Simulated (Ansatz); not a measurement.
# Pd (Palladium): the cost of one run

Method: DFT r2SCAN, scalar-relativistic, plane waves, PAW, in Ansatz 0.2.0.

## Step 1: The structure to begin with

Symmetry: Fm-3m, No. 225, cubic system. The conventional cell has a = 3.907 Å, b = 3.907 Å, c = 3.907 Å, α = 90.00°, β = 90.00°, γ = 90.00°. Pd (site symmetry m-3m) has 12 Pd at 2.76 Å as nearest neighbours.

Coordinates:

```
CELL_PARAMETERS angstrom
0.00000 1.95373 1.95373
1.95373 0.00000 1.95373
1.95373 1.95373 0.00000
ATOMIC_POSITIONS crystal
Pd 0.00000 0.00000 0.00000
```

This cell was relaxed beforehand with the same method: volume 14.91 Å³/atom, gap on the mesh none (metal).

## Step 2: The slab

Miller indices refer to the conventional cell of the relaxed bulk, Fm-3m (No. 225): a = 3.907 Å, b = 3.907 Å, c = 3.907 Å, α = 90.00°, β = 90.00°, γ = 90.00°.

A (100) slab, 5.9 Å thick as cut, with 17 Å of vacuum; its outer planes are Pd (top) and Pd (bottom).

The slab as cut. Its planes from the bottom up:

| plane | atoms per cell | height over the lowest (Å) |
| --- | --- | --- |
| 1 | Pd | 0.00 |
| 2 | Pd | 1.95 |
| 3 | Pd | 3.91 |
| 4 | Pd | 5.86 |

## Step 3: Relaxing the clean slab

input.yaml reads:

```yaml
crystal:
  lattice:
    - [2.7629892872, 0.0, 0.0]
    - [0.0, 2.7629892872, 0.0]
    - [0.0, 0.0, 22.861185384]
  atoms:
    - { symbol: Pd, position: [0.5, 0.5, 0.3718092416] }
    - { symbol: Pd, position: [0.0, 0.0, 0.4572697472] }
    - { symbol: Pd, position: [0.5, 0.5, 0.5427302528] }
    - { symbol: Pd, position: [0.0, 0.0, 0.6281907584] }
basis:
  ecutwfc: 500
kpoints:
  mp_grid: { grid: [10, 10, 1] }
hamiltonian:
  xc: r2scan
scf:
  occupations: { method: gaussian, width: 0.1 }
output:
  forces: true
  eigenvalues: true
  write_density: true
  write_potential: true
  elf: true
  volumetric_format: npy
relax:
  adjacent_minimum: "off"
  f_tol: 0.03
  max_steps: 70
  constraints: [{ sites: [0, 1] }]
efield:
  axis: 3
  dipole_correction: true
```

The run is started by

```sh
$ ansatz run input.yaml --threads 2 --pin off --max-ram 5120MiB --backend cpu --events-out ev --progress --plain --runs-dir out
```

What time and memory should one allow on 2 threads of Intel Xeon Platinum 8488C (Sapphire Rapids), shared host?

About 38 s, with a peak of 0.95 GiB.
